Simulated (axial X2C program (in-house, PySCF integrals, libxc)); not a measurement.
# HRuH: bond lengths and stretches, held linear

How do method and spin–orbit coupling move the bonds and stretches of HRuH, held linear?

The runs use an in-house X2C program for linear molecules on PySCF integrals; all-electron X2C, two-component (2c) or spin-free, H dyall-v3z, Ru dyall-v3z.

All values are calculated.

2 further runs of the same task are left out: 2 set aside as unsound or not needed.

## Step 1: Input

Input file task.json:

```json
{
 "zs": [
  1,
  44,
  1
 ],
 "q": 0,
 "bas": [
  "dyall-v3z",
  "dyall-v3z",
  "dyall-v3z"
 ],
 "r0": [
  1.57,
  1.57
 ],
 "symm": 1,
 "scan": [
  "PBE0",
  "HF",
  "LDA"
 ],
 "levels": [
  "PBE0",
  "HF",
  "TPSSh"
 ],
 "nst": 2
}
```

Keys: zs atomic numbers; q charge; bas basis sets; r0 starting distance in Å; symm equal bonds; scan levels of the two-bond scan (MP2 follows by itself at each HF point); levels methods; nst determinants followed.

Command:

```
$ python solin.py task.json out
```

Masses H 1.008, Ru 101.904, H 1.008 u.

## Step 2: Scan at PBE0, 2c

State: Ω = 4 (beyond evenly filled blocks: ω = 3/2, ω = 5/2). Energies above the lowest point, from the job's result record:

| r(H–Ru) (Å) | r(Ru–H) (Å) | E (meV) |
| --- | --- | --- |
| 1.7014 | 1.7014 | 27.27 |
| 1.7014 | 1.7450 | 12.04 |
| 1.7014 | 1.7886 | 17.62 |
| 1.7450 | 1.7014 | 12.04 |
| 1.7450 | 1.7450 | 0.00 |
| 1.7450 | 1.7886 | 8.49 |
| 1.7450 | 1.8323 | 34.46 |
| 1.7886 | 1.7014 | 17.62 |
| 1.7886 | 1.7450 | 8.49 |
| 1.7886 | 1.7886 | 19.64 |
| 1.8323 | 1.7450 | 34.46 |
| 1.8323 | 1.8323 | 78.62 |

A quadratic surface with cubic terms in each bond gives the minimum at 1.748 and 1.748 Å, force constants 1.7, 1.7 and coupling 0.22 mdyn/Å.

## Step 3: Scan at HF, 2c

State: Ω = 4 (beyond evenly filled blocks: ω = 3/2, ω = 5/2). Energies above the lowest point, from the job's result record:

| r(H–Ru) (Å) | r(Ru–H) (Å) | E (meV) |
| --- | --- | --- |
| 1.7014 | 1.7014 | 95.70 |
| 1.7014 | 1.7450 | 57.87 |
| 1.7014 | 1.7886 | 43.02 |
| 1.7450 | 1.7014 | 57.87 |
| 1.7450 | 1.7450 | 22.70 |
| 1.7450 | 1.7886 | 10.26 |
| 1.7450 | 1.8323 | 17.33 |
| 1.7886 | 1.7014 | 43.02 |
| 1.7886 | 1.7450 | 10.26 |
| 1.7886 | 1.7886 | 0.00 |
| 1.8323 | 1.7450 | 17.33 |
| 1.8323 | 1.8323 | 19.95 |

A quadratic surface with cubic terms in each bond gives the minimum at 1.789 and 1.789 Å, force constants 1.64, 1.64 and coupling 0.18 mdyn/Å.

## Step 4: Scan at LDA, 2c

State: Ω = 4 (beyond evenly filled blocks: ω = 3/2, ω = 5/2). Energies above the lowest point, from the job's result record:

| r(H–Ru) (Å) | r(Ru–H) (Å) | E (meV) |
| --- | --- | --- |
| 1.7014 | 1.7014 | 19.03 |
| 1.7014 | 1.7450 | 8.11 |
| 1.7014 | 1.7886 | 17.60 |
| 1.7450 | 1.7014 | 8.11 |
| 1.7450 | 1.7450 | 0.00 |
| 1.7450 | 1.7886 | 12.03 |
| 1.7450 | 1.8323 | 41.12 |
| 1.7886 | 1.7014 | 17.60 |
| 1.7886 | 1.7450 | 12.03 |
| 1.7886 | 1.7886 | 26.33 |
| 1.8323 | 1.7450 | 41.12 |
| 1.8323 | 1.8323 | 90.46 |

A quadratic surface with cubic terms in each bond gives the minimum at 1.740 and 1.740 Å, force constants 1.71, 1.71 and coupling 0.19 mdyn/Å.

## Step 5: The levels side by side

| level | r(H–Ru) (Å) | r(Ru–H) (Å) | lower stretch (cm⁻¹) | upper stretch (cm⁻¹) |
| --- | --- | --- | --- | --- |
| PBE0, 2c | 1.748 | 1.748 | 1593.2 | 1800.5 |
| HF, 2c | 1.789 | 1.789 | 1578.6 | 1751.0 |
| LDA, 2c | 1.740 | 1.740 | 1614.6 | 1790.0 |
| MP2, 2c | 1.736 | 1.736 | 1617.6 | 1846.7 |
| PBE0, spin-free | 1.747 | 1.747 | 1595.1 | 1801.8 |
| HF, spin-free | 1.789 | 1.789 | 1580.3 | 1751.8 |
| LDA, spin-free | 1.741 | 1.741 | 1618.2 | 1791.7 |
| MP2, spin-free | 1.735 | 1.735 | 1620.7 | 1848.1 |

Scans not shown above were run alike.

**Reading.** Over the levels the H–Ru bond spans 1.735 to 1.789 Å and the Ru–H bond 1.735 to 1.789 Å. At PBE0 spin–orbit coupling leaves both bonds unchanged to 0.001 Å. Each state is one determinant, the lowest of a limited PBE0 search; the stretches come from a fit to few points and are good to some per cent at best. MP2 freezes inner shells (threshold -2 hartree). The molecule was held linear; bending was not examined, so a bent shape may lie lower. Open-shell Ω = 0 determinants with evenly filled partner blocks cannot be reached by this program, so the Ω shown need not be the lowest component. Note: functional without a current term on a determinant with orbital currents, of the molecule or an atom. Note: several unpaired electrons, one determinant need not be a pure state.
